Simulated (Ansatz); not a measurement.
**CH9AlBNSi: one species, many methods**

An exercise on one series of results from a longer session: the logs are not shown, and one member is left open.

The runs use Ansatz 0.2.0, Gaussian basis; functionals in def2-TZVPP, the program's frozen cores in correlated methods.

Plan: PBE-D4, r2SCAN-D4, PBE0-D4, B3LYP-D4, ωB97X-V, ωB97M-V, B2PLYP; CCSD(T)/def2-TZVPP; MP2/def2-QZVPP; extrapolation to the limit.

**The relaxed structure**

The geometry comes from an earlier relaxation with PBE0-D4 in a triple-zeta def2 set; it is a stationary point, not always the lowest conformer.

SMILES `C[SiH2]B[NH][AlH2]`, 14 atoms, charge 0, spin multiplicity 1.

Atoms are counted from 1 here; the program's logs count them from 0.

Bond lengths: C1–Si2 1.881 Å, C1–H6 1.092 Å, C1–H7 1.092 Å, C1–H8 1.093 Å, Si2–B3 2.024 Å, Si2–H9 1.497 Å, Si2–H10 1.497 Å, B3–N4 1.408 Å, B3–H11 1.208 Å, N4–Al5 1.804 Å, N4–H12 1.014 Å, Al5–H13 1.574 Å, Al5–H14 1.582 Å. Angles: Si2–C1–H6 111.6°, Si2–C1–H7 111.6°, Si2–C1–H8 109.6°, H6–C1–H7 107.7°, H6–C1–H8 108.1°, H7–C1–H8 108.1°, C1–Si2–B3 122.8°, C1–Si2–H9 108.2°, C1–Si2–H10 108.2°, B3–Si2–H9 105.5°, B3–Si2–H10 105.6°, H9–Si2–H10 105.4°, Si2–B3–N4 130.8°, Si2–B3–H11 112.0°, N4–B3–H11 117.2°, B3–N4–Al5 132.3°, B3–N4–H12 113.2°, Al5–N4–H12 114.5° and more.

Set-up of the first run:

in.yaml

```yaml
crystal:
  periodic: [false, false, false]
  atoms:
    - {symbol: C, position_ang: [-0.867239, 0.060485, 1.860831]}
    - {symbol: Si, position_ang: [0.716843, -0.686325, 1.175088]}
    - {symbol: B, position_ang: [1.232620, -0.557207, -0.777458]}
    - {symbol: N, position_ang: [0.587809, 0.071358, -1.859511]}
    - {symbol: Al, position_ang: [-0.938883, 1.025158, -1.973911]}
    - {symbol: H, position_ang: [-0.894384, 1.142954, 1.722038]}
    - {symbol: H, position_ang: [-1.751378, -0.358583, 1.376241]}
    - {symbol: H, position_ang: [-0.936793, -0.146900, 2.931600]}
    - {symbol: H, position_ang: [0.719458, -2.148753, 1.492698]}
    - {symbol: H, position_ang: [1.872255, -0.112892, 1.934208]}
    - {symbol: H, position_ang: [2.272410, -1.125936, -1.009969]}
    - {symbol: H, position_ang: [1.086664, -0.031745, -2.736521]}
    - {symbol: H, position_ang: [-1.813944, 1.273656, -0.689460]}
    - {symbol: H, position_ang: [-1.298436, 1.565431, -3.417076]}
basis:
  gaussian: {orbitals: def2-TZVPP}
hamiltonian: {xc: pbe, dispersion: d4}
output: {forces: true, orbitals: {seedname: orbitals}}
```

Started as:

```
$ ansatz run in.yaml --threads 4 --pin off --events-out ev --progress --plain --max-ram 10444MiB
```

Steps of the session up to this table: PBE-D4 (GGA); r2SCAN-D4 (meta-GGA); PBE0-D4 (hybrid); B3LYP-D4 (hybrid); ωB97X-V (range-separated); ωB97M-V (range-separated); B2PLYP (double hybrid); CCSD(T) in def2-TZVPP; MP2 in def2-QZVPP.

One of the session's tables, all rows but one given; the rest of the session is left out.

```
            method  atomisation energy (kJ/mol)
            PBE-D4                       4749.1
         r2SCAN-D4                       4735.5
           PBE0-D4                       4710.8
          B3LYP-D4                       4745.8
           ωB97X-V                       4756.9
           ωB97M-V                       4747.4
            B2PLYP                       4680.9
     HF/def2-TZVPP                       3573.1
    MP2/def2-TZVPP                            ?
   CCSD/def2-TZVPP                       4558.2
CCSD(T)/def2-TZVPP                       4609.4
           MP2/CBS                       4742.8
       CCSD(T)/CBS                       4723.8
```

**Question.** Estimate the row for MP2/def2-TZVPP.

The run gave: atomisation energy (kJ/mol): 4628.4. In the column «atomisation energy (kJ/mol)» it lies between CCSD(T)/def2-TZVPP (4609.4) and B2PLYP (4680.9).
